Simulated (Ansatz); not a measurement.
**GaSiH4OF (SMILES [F][GaH][O][SiH3]): B3LYP/6-31G(d) (spherical functions)**

Aim: the vertical ionisation energy of GaSiH4OF at B3LYP/6-31G* (spherical functions), from 2 runs. 

The calculation is run with Ansatz 0.2.0.

130 further runs of the same task are left out: 3 that didn't finish, 127 set aside as unsound or not needed.

### 1 The system as given

GaSiH4OF: 8 atoms, total charge 0, spin state singlet. As SMILES, `[F][GaH][O][SiH3]`. The coordinates come from a PBE0-D4/def2-TZVP relaxation. This is one conformer, not always the lowest.

Bond lengths: F1–Ga2 1.751 Å, Ga2–O3 1.763 Å, O3–Si4 1.639 Å, Ga2–H5 1.537 Å, Si4–H6 1.485 Å, Si4–H7 1.487 Å, Si4–H8 1.487 Å. Angles: F1–Ga2–O3 113.0°, Ga2–O3–Si4 138.2°, F1–Ga2–H5 121.9°, O3–Ga2–H5 125.1°, O3–Si4–H6 108.0°, O3–Si4–H7 111.0°, O3–Si4–H8 111.0°, H6–Si4–H7 109.1°, H6–Si4–H8 109.1°, H7–Si4–H8 108.7°.

### 2 The energy at B3LYP/6-31G(d) (spherical functions)

File run.yaml:

```yaml
crystal:
  periodic: [false, false, false]
  atoms:
    - {symbol: F, position_ang: [0.857100, 1.472000, 1.846200]}
    - {symbol: Ga, position_ang: [1.323900, 1.220200, 0.177500]}
    - {symbol: O, position_ang: [0.322200, 0.024800, -0.644000]}
    - {symbol: Si, position_ang: [-0.952800, -0.945800, -0.299100]}
    - {symbol: H, position_ang: [2.493100, 1.984200, -0.463100]}
    - {symbol: H, position_ang: [-1.287500, -1.717200, -1.523200]}
    - {symbol: H, position_ang: [-0.618600, -1.894300, 0.796900]}
    - {symbol: H, position_ang: [-2.137300, -0.143800, 0.108800]}
basis:
  gaussian:
    orbitals: 6-31G_st_-spherical.json
total_charge: 0
magnetization:
  spin_polarized: false
  initial_magnetization: 0
hamiltonian:
  xc: {name: B3LYP}
accuracy: high
output: {orbitals: {seedname: orbitals}}
```

The basis set 6-31G* is read from a file made from the Basis Set Exchange's data (not shown).

Started as:

```
$ ansatz run run.yaml --threads 1 --pin off --max-ram 3480MiB --events-out events.jsonl --progress --plain --runs-dir runs
```

Log:

```text
Warning: RAYON_NUM_THREADS=1 ignored (pool sized by the plan → 1); use --threads N
Functional definition: B3LYP
  name "B3LYP"
  parameter a0 = 0.2
  parameter ax = 0.72
  parameter ac = 0.81
  exchange = (1 - a0 - ax)*slater_x + ax*b88_x + a0*exact_x
  correlation = (1 - ac)*vwn_rpa_c + ac*lyp_c
1863 factors; integrals over basis functions are off by at most 4.5e-9 eV
mean field evaluation 1: about -65072.9890 eV, gradient 6.8e1 eV
mean field evaluation 2: about -65038.7991 eV, gradient 1.5e2 eV
mean field evaluation 4: about -65080.3713 eV, gradient 1.3e1 eV
mean field evaluation 8: about -65080.7760 eV, gradient 4.0e-1 eV
mean field evaluation 16: about -65080.7763 eV, gradient 3.2e-5 eV
mean field -65080.77632321 eV, -2391.6744165434 hartree, gradient 8.5e-8 eV, S^2 0.000000; 0 other end points of the search recorded, 0 dependent functions left out
reference -65080.77636730 eV, -2391.6744181636 hartree; 33, 33 occupied and 53, 53 virtual orbitals, 1863 factors
Total energy: -65080.77636730 eV, -2391.6744181636 hartree
```

Run time: 7.5 s. Hardware: 1 thread of Intel Xeon Platinum 8488C (Sapphire Rapids), shared host; peak memory 0.34 GiB.

### 3 The doublet cation, same level

File input.yaml:

```yaml
crystal:
  periodic: [false, false, false]
  atoms:
    - {symbol: F, position_ang: [0.857100, 1.472000, 1.846200]}
    - {symbol: Ga, position_ang: [1.323900, 1.220200, 0.177500]}
    - {symbol: O, position_ang: [0.322200, 0.024800, -0.644000]}
    - {symbol: Si, position_ang: [-0.952800, -0.945800, -0.299100]}
    - {symbol: H, position_ang: [2.493100, 1.984200, -0.463100]}
    - {symbol: H, position_ang: [-1.287500, -1.717200, -1.523200]}
    - {symbol: H, position_ang: [-0.618600, -1.894300, 0.796900]}
    - {symbol: H, position_ang: [-2.137300, -0.143800, 0.108800]}
basis:
  gaussian: {orbitals: 6-31G_st_-spherical.json}
total_charge: 1
magnetization: {spin_polarized: true, initial_magnetization: 1}
hamiltonian: {xc: {name: B3LYP}}
accuracy: high
output: {orbitals: {seedname: orbitals}}
```

The basis set 6-31G* is read from a file made from the Basis Set Exchange's data (not shown).

Started as:

```
$ ansatz run input.yaml --threads 1 --pin off --max-ram 3480MiB --events-out events.jsonl --progress --plain --runs-dir runs
```

Log, shortened:

```text
Warning: RAYON_NUM_THREADS=1 ignored (pool sized by the plan → 1); use --threads N
[... 2 set-up lines as earlier in the session ...]
[...]
1862 factors; integrals over basis functions are off by at most 4.5e-9 eV
[...]
mean field -65069.87168680 eV, -2391.2736785467 hartree, gradient 7.2e-8 eV, S^2 0.758344; 8 other end points of the search recorded, 0 dependent functions left out
reference -65069.87173170 eV, -2391.2736801966 hartree; 33, 32 occupied and 53, 54 virtual orbitals, 1862 factors
Total energy: -65069.87173170 eV, -2391.2736801966 hartree
```

It took 78 s on 1 thread of Intel Xeon Platinum 8488C (Sapphire Rapids), shared host; peak memory 0.56 GiB.

### 4 Results

Level: B3LYP/6-31G* (spherical functions).

```
                                          quantity           value
                    singlet GaSiH4OF: total energy  -2391.67442 Eh
                     singlet GaSiH4OF: HOMO energy        -8.45 eV
                     singlet GaSiH4OF: LUMO energy        -1.34 eV
                   singlet GaSiH4OF: HOMO–LUMO gap         7.11 eV
                      doublet cation: total energy  -2391.27368 Eh
doublet cation: HOMO energy (highest over α and β)       -14.79 eV
 doublet cation: LUMO energy (lowest over α and β)       -13.31 eV
                              doublet cation: ⟨S²⟩           0.758
vertical ionisation energy (to the doublet cation)       10.905 eV
```

What this shows: Removing an electron at fixed nuclei costs 10.90 eV (1052 kJ/mol). The negative HOMO energy of the first species, 8.45 eV, lies 2.46 eV below that difference.
